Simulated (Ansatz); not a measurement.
# Gd3PbC: the cost of one run

Program: the Python package of Ansatz 0.2.0. The levels of theory stand in the script. These are calculated values, not measurements.

## (1) The system

The structure is cubic, space group Pm-3m (No. 221). Conventional cell: a = 5.789 Å, b = 5.789 Å, c = 5.789 Å, α = 90.00°, β = 90.00°, γ = 90.00°. Gd (site symmetry 4/mmm) is surrounded by 2 Pb at 2.89 Å and 8 Gd at 4.09 Å and 4 C at 4.09 Å. Around Pb (site symmetry m-3m) lie 6 Gd at 2.89 Å. C (site symmetry m-3m) has 12 Gd at 4.09 Å as nearest neighbours.

The script holds or builds the structure itself.

## (2) Script

Input file xc_gd3pbc.py:

```python
"""Functional comparison for Gd3PbC (totals differ with the potentials too)."""

import warnings

import ansatz as az
from tabulate import tabulate

SCF_TOL = 1e-10
OCCUPATIONS = "Fermi-Dirac"
SMEARING_WIDTH = 0.1
KSPACING = 0.26


def main() -> None:
    warnings.simplefilter("ignore", az.DeckWarning)

    gd3pbc = (
        az.Lattice.of([5.788733, 0.0, 0.0], [0.0, 5.788733, 0.0], [0.0, 0.0, 5.788733])
        .atom("Gd", [0.0, 0.5, 0.5])
        .atom("Gd", [0.5, 0.5, 0.0])
        .atom("Gd", [0.5, 0.0, 0.5])
        .atom("Pb", [0.5, 0.5, 0.5])
        .atom("C", [0.0, 0.0, 0.0])
        .moments(Gd=9.1)
    )

    base = (
        gd3pbc.calculation()
        .pseudopotentials("paw")
        .scf(tolerance=SCF_TOL)
        .spin("collinear")
        .occupations(OCCUPATIONS, width=SMEARING_WIDTH)
        .kpoints(spacing=KSPACING)
        .forces()
        .stress()
    )

    rows = []
    for value in ["blyp", "pbesol", "revpbe", "rpbe", "lda"]:
        data = base.functional(value).run(threads=1, pin="off").report
        rows.append((value, data["free_energy_ev"] / len(data["lattice"]["sites"]), data["n_iterations"], sum(data["stress_gpa"][i][i] for i in range(3)) / 3, max(abs(f) for row in data["forces_ev_ang"] for f in row), data["magnetization_mub"], data["n_kpoints"]))

    print(tabulate(rows, headers=["functional", "F/atom (eV)", "iterations", "P (GPa)", "max component (eV/A)", "moment (muB)", "k-points"], floatfmt=".4f", tablefmt="plain"))


if __name__ == "__main__":
    main()
```

## (3) The calls as engine input

The package turns the script's settings into the engine's input (first run):

```yaml
crystal:
  lattice:
    - [5.788733, 0.0, 0.0]
    - [0.0, 5.788733, 0.0]
    - [0.0, 0.0, 5.788733]
  atoms:
    - { symbol: Gd, position: [0.0, 0.5, 0.5] }
    - { symbol: Gd, position: [0.5, 0.5, 0.0] }
    - { symbol: Gd, position: [0.5, 0.0, 0.5] }
    - { symbol: Pb, position: [0.5, 0.5, 0.5] }
    - { symbol: C, position: [0.0, 0.0, 0.0] }
kpoints:
  mp_grid:
    kspacing: 0.26
hamiltonian:
  xc: blyp
  pseudopotentials:
    kind: paw
magnetization:
  spin_polarized: true
  per_species:
    Gd: 9.1
scf:
  convergence:
    dr2_threshold: 1.0e-10
  occupations:
    method: fermi_dirac
    width: 0.1
output:
  forces: true
  stress: true
```

## (4) Running it

Launch:

```
$ python xc_gd3pbc.py
```

Q: Estimate wall time and peak memory on 1 thread of Intel Xeon 6975P-C (Granite Rapids), shared host.

About 72 s, with a peak of 0.7 GiB.
